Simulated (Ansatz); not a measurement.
# Li2Pt: response to strain

Aim: deform Li2Pt (equal xx and yy strain of -2 %) and compute stress, forces and field gradients with LAPW, PAW and all-electron datasets made for the crystal.

Computed with Ansatz 0.2.0 (DFT LDA, scalar-relativistic, unless a step's input says otherwise).

## Step 1: The structure to begin with

Symmetry: P6/mmm, No. 191, hexagonal system. The conventional cell has a = 4.186 Å, b = 4.186 Å, c = 2.661 Å, α = 90.00°, β = 90.00°, γ = 120.00°. Around Li (site symmetry -6m2) lie 5 Li at 2.42 to 2.66 Å and 6 Pt at 2.76 Å. Pt (site symmetry 6/mmm) is surrounded by 2 Pt at 2.66 Å and 12 Li at 2.76 Å.

Coordinates:

```
Li Pt
1.0
     4.18600    0.00000    0.00000
    -2.09300    3.62518    0.00000
     0.00000    0.00000    2.66100
Li Pt
2 1
Direct
  0.33333 0.66667 0.50000
  0.66667 0.33333 0.50000
  0.00000 0.00000 0.00000
```

Atoms are numbered in the order of the input: Li1, Li2, Pt3.

## Step 2: The deformed structure

Space group P6/mmm before, P6/mmm after.

## Step 3: All-electron LAPW

input.yaml reads:

```yaml
crystal:
  lattice:
    - [4.1022790069, 0.0, 0.0]
    - [-2.0511395034, 3.5526778334, 0.0]
    - [0.0, 0.0, 2.661]
  atoms:
    - { symbol: Li, position: [0.3333333333, 0.6666666667, 0.5] }
    - { symbol: Li, position: [0.6666666667, 0.3333333333, 0.5] }
    - { symbol: Pt, position: [0.0, 0.0, 0.0] }
kpoints:
  mp_grid: { grid: [9, 9, 12] }
  band_path:
    path:
      - [0.0, 0.0, 0.0]
      - [0.5, 0.0, 0.0]
      - [0.3333333333, 0.3333333333, 0.0]
      - [0.0, 0.0, 0.0]
      - [0.0, 0.0, 0.5]
      - [0.5, 0.0, 0.5]
      - [0.3333333333, 0.3333333333, 0.5]
      - [0.0, 0.0, 0.5]
      - [0.5, 0.0, 0.5]
    npoints: 5
scf:
  occupations: { method: fermi_dirac, width: 0.03 }
hamiltonian:
  xc: lda
  pseudopotentials: { kind: all_electron, lapw: { basis_error: 0.001 } }
output:
  forces: true
  stress: true
  eigenvalues: true
```

Command:

```sh
$ ansatz run input.yaml --threads 1 --pin off --max-ram 4096MiB --backend cpu --events-out ev --progress --plain --runs-dir out
```

## Step 4: PAW on the default files

input.yaml reads:

```yaml
crystal:
  lattice:
    - [4.1022790069, 0.0, 0.0]
    - [-2.0511395034, 3.5526778334, 0.0]
    - [0.0, 0.0, 2.661]
  atoms:
    - { symbol: Li, position: [0.3333333333, 0.6666666667, 0.5] }
    - { symbol: Li, position: [0.6666666667, 0.3333333333, 0.5] }
    - { symbol: Pt, position: [0.0, 0.0, 0.0] }
kpoints:
  mp_grid: { grid: [9, 9, 12] }
scf:
  occupations: { method: fermi_dirac, width: 0.03 }
hamiltonian:
  xc: lda
  pseudopotentials: { kind: paw }
output:
  forces: true
  stress: true
  eigenvalues: true
  efg: { contact_densities: true }
```

## Step 5: All-electron PAW on datasets made for the crystal

input.yaml: that of step 4 with these lines changed.

```diff
@@ -15,3 +15,3 @@
   xc: lda
-  pseudopotentials: { kind: paw }
+  pseudopotentials: { kind: all_electron, datasets: crystal }
 output:
```

(Steps that only read results are left out.)

**Question.** What will these runs give? Wanted: pressure; largest shear or deviatoric stress.

As calculated:

| quantity | value |
| --- | --- |
| pressure | LAPW -2.19, PAW -2.22, crystal datasets -2.19 GPa |
| largest shear or deviatoric stress (LAPW) | 1.62 GPa |

What this shows: The largest part of the stress beyond the pressure is 1.62 GPa in size, in the zz component; the atoms are carried along and not relaxed. No run of the undeformed cell stands beside it, so pressure and stress hold what the given cell had before the change, as far as its symmetry allows. PAW: stress within 0.04 GPa of LAPW. Crystal datasets: stress within 0.01 GPa of LAPW. Spin-orbit coupling is left out, though the cell holds Pt; in elements this heavy it can shift bands and gaps by tenths of an eV.
